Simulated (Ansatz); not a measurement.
# C6H15Cl3InP: one molecule under many settings, part 2 of 2

Ansatz 0.2.0, Gaussian basis; the settings change from run to run. Earlier steps stand in the parts before.

## Step 5: rPW86-PBE/STO-3G

Options: atoms shaken by 0.03 Å.

The input, in.yaml:

```yaml
crystal:
  periodic: [false, false, false]
  atoms:
    - {symbol: C, position_ang: [1.421770, 2.368951, 0.636816]}
    - {symbol: C, position_ang: [0.690783, 1.183040, 1.258566]}
    - {symbol: P, position_ang: [-0.098153, 0.036781, 0.054732]}
    - {symbol: C, position_ang: [-1.295366, 0.965798, -0.900834]}
    - {symbol: C, position_ang: [-1.961352, 0.197364, -1.970791]}
    - {symbol: C, position_ang: [-0.919636, -1.283480, 0.983683]}
    - {symbol: C, position_ang: [-0.006471, -2.184498, 1.792485]}
    - {symbol: In, position_ang: [1.734808, -0.948120, -1.454128]}
    - {symbol: Cl, position_ang: [1.784170, 0.612489, -3.259429]}
    - {symbol: Cl, position_ang: [0.826314, -3.032656, -2.054597]}
    - {symbol: Cl, position_ang: [3.635050, -0.988317, -0.123846]}
    - {symbol: H, position_ang: [0.769770, 2.929140, 0.061213]}
    - {symbol: H, position_ang: [1.838776, 2.902821, 1.454368]}
    - {symbol: H, position_ang: [2.250336, 1.969006, 0.041096]}
    - {symbol: H, position_ang: [1.313627, 0.590605, 1.959598]}
    - {symbol: H, position_ang: [-0.182473, 1.559523, 1.965218]}
    - {symbol: H, position_ang: [-0.790805, 1.834977, -1.332182]}
    - {symbol: H, position_ang: [-2.022024, 1.340149, -0.084035]}
    - {symbol: H, position_ang: [-1.276731, -0.225714, -2.656976]}
    - {symbol: H, position_ang: [-2.575026, -0.687896, -1.556764]}
    - {symbol: H, position_ang: [-2.714514, 0.821768, -2.503130]}
    - {symbol: H, position_ang: [-1.707521, -0.746479, 1.604308]}
    - {symbol: H, position_ang: [-1.515772, -1.864897, 0.263062]}
    - {symbol: H, position_ang: [-0.677098, -2.933208, 2.308197]}
    - {symbol: H, position_ang: [0.717126, -2.634523, 1.174168]}
    - {symbol: H, position_ang: [0.464344, -1.570768, 2.616527]}
basis:
  gaussian: {orbitals: STO-3G}
hamiltonian: {xc: {name: rPW86-PBE}}
output: {forces: true}
```

The run is started by

```console
$ ansatz run in.yaml --threads 11 --pin off --events-out ev --progress --plain --max-ram 174080MiB --backend cpu
```

Standard output (excerpt; [...] marks lines left out):

```text
Functional definition: rPW86-PBE
  name "rPW86-PBE"
  cite "Murray, Lee & Langreth, J. Chem. Theory Comput. 5, 2754 (2009) doi:10.1021/ct900365q"
  cite "Perdew, Burke & Ernzerhof, Phys. Rev. Lett. 77, 3865 (1996) doi:10.1103/PhysRevLett.77.3865"
  parent pbe
[...]
1409 factors; integrals over basis functions are off by at most 4.2e-5 eV
[...]
mean field -207513.99303468 eV, -7625.9985859880 hartree, gradient 3.6e-5 eV, S^2 0.000000; 0 other end points of the search recorded, 0 dependent functions left out
[...]
reference -207513.99315151 eV, -7625.9985902816 hartree; 83, 83 occupied and 25, 25 virtual orbitals, 1409 factors
Total energy: -207513.99315151 eV, -7625.9985902816 hartree
Atom 0 at     1.421770     2.368951     0.636816 Å, force     1.644143    -2.903931     0.760456 eV/Å
Atom 1 at     0.690783     1.183040     1.258566 Å, force    -3.168384     0.307555     3.034170 eV/Å
[...]
Atom 16 at    -0.790805     1.834977    -1.332182 Å, force     0.314996     0.520594    -0.071655 eV/Å
Atom 17 at    -2.022024     1.340149    -0.084035 Å, force     0.458833    -0.107401    -1.555481 eV/Å
Atom 18 at    -1.276731    -0.225714    -2.656976 Å, force     1.454250    -0.591230    -1.612385 eV/Å
Atom 19 at    -2.575026    -0.687896    -1.556764 Å, force     0.874735     1.143321    -0.398667 eV/Å
Atom 20 at    -2.714514     0.821768    -2.503130 Å, force     0.430503    -0.024395    -0.067136 eV/Å
Atom 21 at    -1.707521    -0.746479     1.604308 Å, force     0.722147    -0.794461     0.018892 eV/Å
Atom 22 at    -1.515772    -1.864897     0.263062 Å, force     0.068232    -0.311222    -0.325207 eV/Å
Atom 23 at    -0.677098    -2.933208     2.308197 Å, force     0.836986     0.181093    -0.503843 eV/Å
Atom 24 at     0.717126    -2.634523     1.174168 Å, force     1.699534    -1.282203    -1.160794 eV/Å
Atom 25 at     0.464344    -1.570768     2.616527 Å, force     0.040455    -0.663757    -0.655993 eV/Å
Dipole moment:    -1.427840     0.759837     1.310309 e Å
```

Run time: 2.9 s. Hardware: 11 threads of AMD EPYC 7R13, shared host.

Largest force 4.681 eV/Å, dipole 10.00 D.

## Step 6: r2SCAN0/STO-3G

Set apart from the defaults: D4 dispersion.

The input, in.yaml:

```yaml
crystal:
  periodic: [false, false, false]
  atoms:
    - {symbol: C, position_ang: [1.441235, 2.306969, 0.660943]}
    - {symbol: C, position_ang: [0.656473, 1.163181, 1.288117]}
    - {symbol: P, position_ang: [-0.064993, 0.035566, 0.056251]}
    - {symbol: C, position_ang: [-1.313004, 0.980704, -0.870432]}
    - {symbol: C, position_ang: [-1.995595, 0.161070, -1.956583]}
    - {symbol: C, position_ang: [-0.948235, -1.264959, 0.971692]}
    - {symbol: C, position_ang: [-0.020887, -2.152128, 1.790482]}
    - {symbol: In, position_ang: [1.735663, -0.951801, -1.500814]}
    - {symbol: Cl, position_ang: [1.809957, 0.610385, -3.254811]}
    - {symbol: Cl, position_ang: [0.839283, -3.051520, -2.058010]}
    - {symbol: Cl, position_ang: [3.634182, -1.002539, -0.116407]}
    - {symbol: H, position_ang: [0.809215, 2.947856, 0.043841]}
    - {symbol: H, position_ang: [1.880609, 2.929066, 1.442498]}
    - {symbol: H, position_ang: [2.256841, 1.933098, 0.038660]}
    - {symbol: H, position_ang: [1.318430, 0.551679, 1.907418]}
    - {symbol: H, position_ang: [-0.150293, 1.531127, 1.931192]}
    - {symbol: H, position_ang: [-0.782647, 1.825694, -1.318007]}
    - {symbol: H, position_ang: [-2.036625, 1.386866, -0.155435]}
    - {symbol: H, position_ang: [-1.270958, -0.220367, -2.678769]}
    - {symbol: H, position_ang: [-2.544857, -0.687683, -1.545651]}
    - {symbol: H, position_ang: [-2.707536, 0.784022, -2.500599]}
    - {symbol: H, position_ang: [-1.708573, -0.787106, 1.598870]}
    - {symbol: H, position_ang: [-1.470144, -1.863550, 0.220067]}
    - {symbol: H, position_ang: [-0.597716, -2.932400, 2.289818]}
    - {symbol: H, position_ang: [0.719305, -2.643386, 1.155720]}
    - {symbol: H, position_ang: [0.510871, -1.589843, 2.559907]}
basis:
  gaussian: {orbitals: STO-3G}
hamiltonian: {xc: {name: r2SCAN0}, dispersion: d4}
output: {forces: true}
```

Launched as before.

Standard output (excerpt; [...] marks lines left out):

```text
Functional definition: r2SCAN0
  name "r2SCAN0"
  cite "Bursch, Neugebauer, Ehlert & Grimme, J. Chem. Phys. 156, 134105 (2022) doi:10.1063/5.0086040"
  cite "Furness, Kaplan, Ning, Perdew & Sun, J. Phys. Chem. Lett. 11, 8208 (2020) doi:10.1021/acs.jpclett.0c02405"
  cite "Furness, Kaplan, Ning, Perdew & Sun, J. Phys. Chem. Lett. 11, 9248 (2020) doi:10.1021/acs.jpclett.0c03077"
  parent r2scan
[...]
1406 factors; integrals over basis functions are off by at most 4.2e-5 eV
[...]
mean field -207440.31104547 eV, -7623.2908228282 hartree, gradient 8.9e-5 eV, S^2 0.000000; 0 other end points of the search recorded, 0 dependent functions left out
[...]
reference -207440.31105284 eV, -7623.2908230988 hartree; 83, 83 occupied and 25, 25 virtual orbitals, 1406 factors
Total energy: -207440.64860821 eV, -7623.3032280300 hartree
[...]
Atom 16 at    -0.782647     1.825694    -1.318007 Å, force    -0.063850     0.063972    -0.096480 eV/Å
Atom 17 at    -2.036625     1.386866    -0.155435 Å, force    -0.141686     0.015798    -0.126311 eV/Å
Atom 18 at    -1.270958    -0.220367    -2.678769 Å, force     0.120659    -0.010449    -0.052084 eV/Å
Atom 19 at    -2.544857    -0.687683    -1.545651 Å, force    -0.026833    -0.055897     0.090357 eV/Å
Atom 20 at    -2.707536     0.784022    -2.500599 Å, force    -0.039134     0.086039    -0.018009 eV/Å
Atom 21 at    -1.708573    -0.787106     1.598870 Å, force    -0.009742    -0.142537     0.126731 eV/Å
Atom 22 at    -1.470144    -1.863550     0.220067 Å, force    -0.045195    -0.116986     0.040402 eV/Å
Atom 23 at    -0.597716    -2.932400     2.289818 Å, force    -0.083058    -0.045936     0.014573 eV/Å
Atom 24 at     0.719305    -2.643386     1.155720 Å, force     0.053637    -0.031754    -0.116288 eV/Å
Atom 25 at     0.510871    -1.589843     2.559907 Å, force     0.017956     0.098700     0.044244 eV/Å
Dipole moment:    -1.431052     0.783613     1.235449 e Å
```

Wall time 2.9 s (11 threads of AMD EPYC 7R13, shared host).

Largest force 2.139 eV/Å, dipole 9.83 D.

## Step 7: rPW86-PBE/def2-mTZVP

Set apart from the defaults: rVV10 dispersion, the search for lower states set to full.

in.yaml: that of step 6 with these lines changed.

```diff
@@ -30,4 +30,5 @@
 basis:
-  gaussian: {orbitals: STO-3G}
-hamiltonian: {xc: {name: r2SCAN0}, dispersion: d4}
+  gaussian: {orbitals: def2-mTZVP}
+hamiltonian: {xc: {name: rPW86-PBE}, dispersion: rvv10}
+scf: {lower_state_search: full}
 output: {forces: true}
```

The run is started by

```console
$ ansatz run in.yaml --threads 11 --pin off --events-out ev --progress --plain --max-ram 174080MiB --backend cuda --devices 0, --max-vram 75GiB
```

Standard output (excerpt; [...] marks lines left out):

```text
Functional definition: rPW86-PBE+rVV10
  name "rPW86-PBE+rVV10"
  cite "Murray, Lee & Langreth, J. Chem. Theory Comput. 5, 2754 (2009) doi:10.1021/ct900365q"
  cite "Perdew, Burke & Ernzerhof, Phys. Rev. Lett. 77, 3865 (1996) doi:10.1103/PhysRevLett.77.3865"
  cite "Vydrov & Van Voorhis, J. Chem. Phys. 133, 244103 (2010) doi:10.1063/1.3521275"
  cite "Sabatini, Gorni & de Gironcoli, Phys. Rev. B 87, 041108(R) (2013) doi:10.1103/PhysRevB.87.041108"
  parent "pbe"
[...]
3036 factors; their error is unknown
[...]
mean field -58552.89296513 eV, -2151.7791278920 hartree, gradient 5.4e-6 eV, S^2 0.000000; 0 other end points of the search recorded, 0 dependent functions left out
[...]
reference -58552.89315287 eV, -2151.7791347915 hartree; 69, 69 occupied and 214, 214 virtual orbitals, 3036 factors
Total energy: -58552.89315287 eV, -2151.7791347915 hartree
[...]
Atom 16 at    -0.782647     1.825694    -1.318007 Å, force     0.039714     0.160419    -0.086183 eV/Å
Atom 17 at    -2.036625     1.386866    -0.155435 Å, force    -0.138881     0.100076     0.098126 eV/Å
Atom 18 at    -1.270958    -0.220367    -2.678769 Å, force     0.095913    -0.064114    -0.129836 eV/Å
Atom 19 at    -2.544857    -0.687683    -1.545651 Å, force    -0.103972    -0.144781     0.044012 eV/Å
Atom 20 at    -2.707536     0.784022    -2.500599 Å, force    -0.117955     0.079140    -0.097223 eV/Å
Atom 21 at    -1.708573    -0.787106     1.598870 Å, force    -0.154594     0.048072     0.113162 eV/Å
Atom 22 at    -1.470144    -1.863550     0.220067 Å, force    -0.112891    -0.122348    -0.083068 eV/Å
Atom 23 at    -0.597716    -2.932400     2.289818 Å, force    -0.071138    -0.129140     0.088532 eV/Å
Atom 24 at     0.719305    -2.643386     1.155720 Å, force     0.121700    -0.093271    -0.082603 eV/Å
Atom 25 at     0.510871    -1.589843     2.559907 Å, force     0.096174     0.070428     0.139922 eV/Å
Dipole moment:    -1.290811     0.707105     1.114797 e Å
```

Run time: 4.3 s. Hardware: 1 × H100 with 11 threads of AMD EPYC 7R13, shared host.

Largest force 0.688 eV/Å, dipole 8.87 D.

## Step 8: r2SCAN0/def2-SVPD

Set apart from the defaults: D3(BJ) with three-body dispersion.

in.yaml: that of step 7 with these lines changed.

```diff
@@ -30,5 +30,3 @@
 basis:
-  gaussian: {orbitals: def2-mTZVP}
-hamiltonian: {xc: {name: rPW86-PBE}, dispersion: rvv10}
-scf: {lower_state_search: full}
-output: {forces: true}
+  gaussian: {orbitals: def2-SVPD}
+hamiltonian: {xc: {name: r2SCAN0}, dispersion: d3bjatm}
```

The command is unchanged.

Standard output (excerpt; [...] marks lines left out):

```text
Functional definition: r2SCAN0
  name "r2SCAN0"
  cite "Bursch, Neugebauer, Ehlert & Grimme, J. Chem. Phys. 156, 134105 (2022) doi:10.1063/5.0086040"
  cite "Furness, Kaplan, Ning, Perdew & Sun, J. Phys. Chem. Lett. 11, 8208 (2020) doi:10.1021/acs.jpclett.0c02405"
  cite "Furness, Kaplan, Ning, Perdew & Sun, J. Phys. Chem. Lett. 11, 9248 (2020) doi:10.1021/acs.jpclett.0c03077"
  parent r2scan
[...]
3492 factors; their error is unknown
[...]
mean field -58478.48631949 eV, -2149.0447340996 hartree, gradient 2.4e-5 eV, S^2 0.000000; 0 other end points of the search recorded, 0 dependent functions left out
reference -58478.48633896 eV, -2149.0447348151 hartree; 69, 69 occupied and 308, 308 virtual orbitals, 3492 factors
Total energy: -58478.87607735 eV, -2149.0590574366 hartree
```

Wall time 3.1 s (1 × H100 with 11 threads of AMD EPYC 7R13, shared host).

## Step 9: All runs side by side

| level | charge | multiplicity | geometry | functions | energy (eV) | time |
| --- | --- | --- | --- | --- | --- | --- |
| r2SCANh/def2-mTZVP | 0 | 1 | relaxed | 283 | -58500.084 | 3.6 s |
| wB97X/def2-TZVPP | 0 | 1 | relaxed | 614 | -58507.099 | 6 s |
| wB97X-V/def2-SVPD | 0 | 1 | relaxed | 377 | -58476.381 | 14 s |
| rPW86-PBE/STO-3G | 0 | 1 | shaken | 108 | -207513.993 | 2.9 s |
| r2SCAN0/STO-3G | 0 | 1 | relaxed | 108 | -207440.649 | 2.9 s |
| rPW86-PBE/def2-mTZVP | 0 | 1 | relaxed | 283 | -58552.893 | 4.3 s |
| r2SCAN0/def2-SVPD | 0 | 1 | relaxed | 377 | -58478.876 | 3.1 s |

## Step 10: Outcome

What follows sums up all 2 parts.

```
                                         quantity                    value
                                             runs                        7
                                         quickest  rPW86-PBE/STO-3G, 2.9 s
                                          slowest  wB97X-V/def2-SVPD, 14 s
spread of total energies, same state and geometry              148964.3 eV
                  dipole, same state and geometry           8.87 to 9.83 D
```

In words: Run time spans a factor of 5, from rPW86-PBE/STO-3G to wB97X-V/def2-SVPD. The jobs differ in tasks and options as well as level. The totals spread over 148964 eV; they can't be compared across methods or bases. At the PBE0-D4/def2-TZVP geometry and in the same state, runs without warnings or point charges leave forces up to 2.14 eV/Å (r2SCAN0/STO-3G), against 4.7 eV/Å where the atoms were moved. At that geometry and state the dipole changes by 11 % between the lowest and highest value.
